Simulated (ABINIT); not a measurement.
# LiBe (Pm-3m) in ABINIT: equation of state

How stiff is LiBe in PBE, and what volume does it want? The cell is scaled to several volumes.

Program: ABINIT 10.8.3 (patched build). These are calculated values, not measurements. Logs are shortened: lines on timing, memory, paths and dates and some standing lists are left out, and cuts for length are marked. The log counts tension as positive stress, the text compression.

**1. The crystal as given**

The structure is cubic, space group Pm-3m (No. 221). Conventional cell: a = 2.811 Å, b = 2.811 Å, c = 2.811 Å, α = 90.00°, β = 90.00°, γ = 90.00°. Around Be (site symmetry m-3m) lie 8 Li at 2.43 Å. Around Li (site symmetry m-3m) lie 8 Be at 2.43 Å.

The cell comes from a database or a generator and needn't be the stable form of this composition.

**2. Equation of state, PBE**

Contents of run.abi:

```
ndtset 7
getwfk -1
scalecart1 3*0.9795861087
scalecart2 3*0.9864848297
scalecart3 3*0.9932883884
scalecart4 3*1.0000000000
scalecart5 3*1.0066227096
scalecart6 3*1.0131594038
scalecart7 3*1.0196128224

pp_dirpath "./"
pseudos "Be.GGA_PBE-JTH.xml, Li.GGA_PBE-JTH.xml"

acell 3*1.0
rprim
     5.3123092644     0.0000000000     0.0000000000
     0.0000000000     5.3123092644     0.0000000000
     0.0000000000     0.0000000000     5.3123092644
ntypat 2
znucl 4 3
natom 2
typat 1 2
xred
     0.5000000000     0.5000000000     0.5000000000
     0.0000000000     0.0000000000     0.0000000000

ecut 19.0
pawecutdg 38.0
pawxcdev 0

kptopt 1
ngkpt 9 9 9
nshiftk 1
shiftk 0.0 0.0 0.0

ixc 11

nband 8
occopt 3
tsmear 0.05 eV

nstep 100
tolvrs 1.0e-9

iomode 3
prtwf 1
prtden 0
prteig 0
prtebands 0
enunit 1
```

Potentials or basis: JTH PAW PBE v2.0.

The run is started by

```
$ abinit run.abi > log 2>&1
```

run.abo:

```text
.Version 10.8.3 of ABINIT
 DATASET    1 : space group Pm -3 m (#221); Bravais cP (primitive cubic)
================================================================================
 Values of the parameters that define the memory need for DATASET  1.
     intxc =       0    ionmov =       0      iscf =      17    lmnmax =       9
     lnmax =       5     mgfft =      24  mpssoang =       2    mqgrid =    3001
     natom =       2  nloc_mem =       2    nspden =       1   nspinor =       1
    nsppol =       1      nsym =      48    n1xccc =       1    ntypat =       2
    occopt =       3   xclevel =       2
       mpw =         567          nfft =       13824          nkpt =          35
 PAW method is used; the additional fine FFT grid is defined by:
   mgfftf=        30    nfftf =     27000
================================================================================
================================================================================
[... 71 lines left out ...]
 DATASET    7 : space group Pm -3 m (#221); Bravais cP (primitive cubic)
================================================================================
 Values of the parameters that define the memory need for DATASET  7.
     intxc =       0    ionmov =       0      iscf =      17    lmnmax =       9
     lnmax =       5     mgfft =      24  mpssoang =       2    mqgrid =    3001
     natom =       2  nloc_mem =       2    nspden =       1   nspinor =       1
    nsppol =       1      nsym =      48    n1xccc =       1    ntypat =       2
    occopt =       3   xclevel =       2
       mpw =         647          nfft =       13824          nkpt =          35
 PAW method is used; the additional fine FFT grid is defined by:
   mgfftf=        32    nfftf =     32768
================================================================================
================================================================================

--------------------------------------------------------------------------------
------------- Echo of variables that govern the present computation ------------
--------------------------------------------------------------------------------
 -outvars: echo values of preprocessed input variables --------
            acell      1.0000000000E+00  1.0000000000E+00  1.0000000000E+00 Bohr
              amu      9.01218200E+00  6.94100000E+00
             ecut      1.90000000E+01 Hartree
           enunit           1
           getwfk          -1
              ixc          11
           jdtset        1    2    3    4    5    6    7
         kptrlatt        9    0    0      0    9    0      0    0    9
          kptrlen1     4.68347792E+01
          kptrlen2     4.71646125E+01
          kptrlen3     4.74898960E+01
          kptrlen4     4.78107834E+01
          kptrlen5     4.81274203E+01
          kptrlen6     4.84399448E+01
          kptrlen7     4.87484878E+01
            natom           2
            nband           8
           ndtset           7
[... 127 lines left out ...]
 getcut: wavevector=  0.0000  0.0000  0.0000  ngfft=  30  30  30
         ecut(hartree)=     38.000   => boxcut(ratio)=   2.07749

--- Pseudopotential description ------------------------------------------------
- pspini: atom type   1  psp file is ./Be.GGA_PBE-JTH.xml
 Pseudopotential format is: paw10
 basis_size (lnmax)=  4 (lmn_size=  8), orbitals=   0   0   1   1
 Spheres core radius: rc_sph= 1.60727588
 Shapefunction is SIN type: shapef(r)=[sin(pi*r/rshp)/(pi*r/rshp)]**2
 Radius for shape functions =  1.40108027
 Compensation charge density is not taken into account in XC energy/potential

- pspini: atom type   2  psp file is ./Li.GGA_PBE-JTH.xml
 Pseudopotential format is: paw10
 basis_size (lnmax)=  5 (lmn_size=  9), orbitals=   0   0   0   1   1
 Spheres core radius: rc_sph= 1.60264751
 Shapefunction is BESSEL type: shapef(r,l)=aa(1,l)*jl(q(1,l)*r)+aa(2,l)*jl(q(2,l)*r)
 Radius for shape functions =  1.30023672
 Compensation charge density is not taken into account in XC energy/potential

   6.81229029E+01                                ecore*ucvol(ha*bohr**3)
--------------------------------------------------------------------------------

================================================================================

--- !BeginCycle
iteration_state: {dtset: 1, }
solver: {iscf: 17, nstep: 100, nline: 4, wfoptalg: 10, }
tolerances: {tolvrs: 1.00E-09, }
...
[... 1158 lines left out ...]
-Cartesian components of stress tensor (GPa)         [Pressure= -2.6097E+00 GPa]
- sigma(1 1)=  2.60970817E+00  sigma(3 2)=  0.00000000E+00
- sigma(2 2)=  2.60970817E+00  sigma(3 1)=  0.00000000E+00
- sigma(3 3)=  2.60970817E+00  sigma(2 1)=  0.00000000E+00

== END DATASET(S) ==============================================================
================================================================================

 -outvars: echo values of variables after computation  --------
            acell      1.0000000000E+00  1.0000000000E+00  1.0000000000E+00 Bohr
           etotal1    -2.2261739790E+01
           etotal2    -2.2262083463E+01
           etotal3    -2.2262292913E+01
           etotal4    -2.2262391669E+01
           etotal5    -2.2262396025E+01
           etotal6    -2.2262299997E+01
           etotal7    -2.2262113347E+01
            fcart1    -0.0000000000E+00 -0.0000000000E+00 -0.0000000000E+00
                      -0.0000000000E+00 -0.0000000000E+00 -0.0000000000E+00
            fcart2    -0.0000000000E+00 -0.0000000000E+00 -0.0000000000E+00
                      -0.0000000000E+00 -0.0000000000E+00 -0.0000000000E+00
            fcart3    -0.0000000000E+00 -0.0000000000E+00 -0.0000000000E+00
                      -0.0000000000E+00 -0.0000000000E+00 -0.0000000000E+00
            fcart4    -0.0000000000E+00 -0.0000000000E+00 -0.0000000000E+00
                      -0.0000000000E+00 -0.0000000000E+00 -0.0000000000E+00
            fcart5    -0.0000000000E+00 -0.0000000000E+00 -0.0000000000E+00
                      -0.0000000000E+00 -0.0000000000E+00 -0.0000000000E+00
[... 38 lines left out ...]
                       0.0000000000E+00  0.0000000000E+00  0.0000000000E+00
           xangst1     1.3768832132E+00  1.3768832132E+00  1.3768832132E+00
                       0.0000000000E+00  0.0000000000E+00  0.0000000000E+00
           xangst2     1.3865798933E+00  1.3865798933E+00  1.3865798933E+00
                       0.0000000000E+00  0.0000000000E+00  0.0000000000E+00
           xangst3     1.3961428155E+00  1.3961428155E+00  1.3961428155E+00
                       0.0000000000E+00  0.0000000000E+00  0.0000000000E+00
           xangst4     1.4055764990E+00  1.4055764990E+00  1.4055764990E+00
                       0.0000000000E+00  0.0000000000E+00  0.0000000000E+00
           xangst5     1.4148852240E+00  1.4148852240E+00  1.4148852240E+00
                       0.0000000000E+00  0.0000000000E+00  0.0000000000E+00
           xangst6     1.4240730478E+00  1.4240730478E+00  1.4240730478E+00
                       0.0000000000E+00  0.0000000000E+00  0.0000000000E+00
           xangst7     1.4331438213E+00  1.4331438213E+00  1.4331438213E+00
                       0.0000000000E+00  0.0000000000E+00  0.0000000000E+00
             xred      5.0000000000E-01  5.0000000000E-01  5.0000000000E-01
                       0.0000000000E+00  0.0000000000E+00  0.0000000000E+00
 Calculation completed.
```

It took 22 s on 1 thread of Arm Neoverse V2, shared host; peak memory 0.11 GiB.

What came out:

```yaml
Equilibrium_volume: 11.21 Å³/atom
Bulk_modulus: 49 GPa
Pressure_derivative_of_the_bulk_modulus: "3.4 (rough: it moves with the points fitted)"
```

Energy against volume, from the lowest point:
| volume (Å³/atom) | energy (meV/atom) |
| --- | --- |
| 10.441 | 8.93 |
| 10.663 | 4.25 |
| 10.886 | 1.40 |
| 11.108 | 0.06 |
| 11.330 | 0.00 |
| 11.552 | 1.31 |
| 11.774 | 3.85 |

Caveat: pressures at fixed basis lie under the slope of the energies.
